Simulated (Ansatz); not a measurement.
# K2Cl: the cost of one run

Computed with Ansatz 0.2.0 (DFT PBE, scalar-relativistic, plane waves, PAW, unless a step's input says otherwise).

2 further runs of the same task are left out: 1 that didn't finish, 1 set aside as unsound or not needed.

### 1 Starting point

Symmetry: P4_2/mmc, No. 131, tetragonal system. Conventional cell: a = 3.992 Å, b = 3.992 Å, c = 14.953 Å, α = 90.00°, β = 90.00°, γ = 90.00°. K (site symmetry 2mm) is surrounded by 2 Cl at 2.63 Å. Around Cl (site symmetry -4m2) lie 4 K at 2.63 Å.

Coordinates:

```
K Cl
1.0
     3.99182    0.00000    0.00000
     0.00000    3.99182    0.00000
     0.00000    0.00000   14.95296
K Cl
4 2
Cartesian
  0.0000 1.9959 12.9211
  1.9959 0.0000 5.4447
  1.9959 0.0000 9.5083
  0.0000 1.9959 2.0318
  0.0000 0.0000 11.2147
  0.0000 0.0000 3.7382
```

A structure generator made this guess: species swapped into a database cell of AuI2 (P4_2/mmc, No. 131), with Cl on the Au sites and K on the I sites. Its size is a rough estimate.

### 2 The guess as it stands, on a coarse mesh

input.yaml reads:

```yaml
crystal:
  lattice:
    - [3.99182324, 0.0, 0.0]
    - [0.0, 3.99182324, 0.0]
    - [0.0, 0.0, 14.9529635]
  atoms:
    - { symbol: K, position: [0.0, 0.5, 0.86411846] }
    - { symbol: K, position: [0.5, 0.0, 0.36411846] }
    - { symbol: K, position: [0.5, 0.0, 0.63588154] }
    - { symbol: K, position: [0.0, 0.5, 0.13588154] }
    - { symbol: Cl, position: [0.0, 0.0, 0.75] }
    - { symbol: Cl, position: [0.0, 0.0, 0.25] }
basis:
  ecutwfc: 420
kpoints:
  mp_grid: { grid: [4, 4, 2] }
hamiltonian:
  xc: pbe
scf:
  occupations: { method: gaussian, width: 0.1 }
  lower_state_search: "off"
output:
  forces: true
  stress: true
  eigenvalues: true
```

Started as:

```bash
ansatz run input.yaml --threads 1 --pin off --max-ram 2048MiB --backend cpu --events-out ev --progress --plain --runs-dir out
```

What time and memory should one allow on 1 thread of Intel Xeon 6975P-C (Granite Rapids), shared host?

About 2.9 s, with a peak of 0.5 GiB.
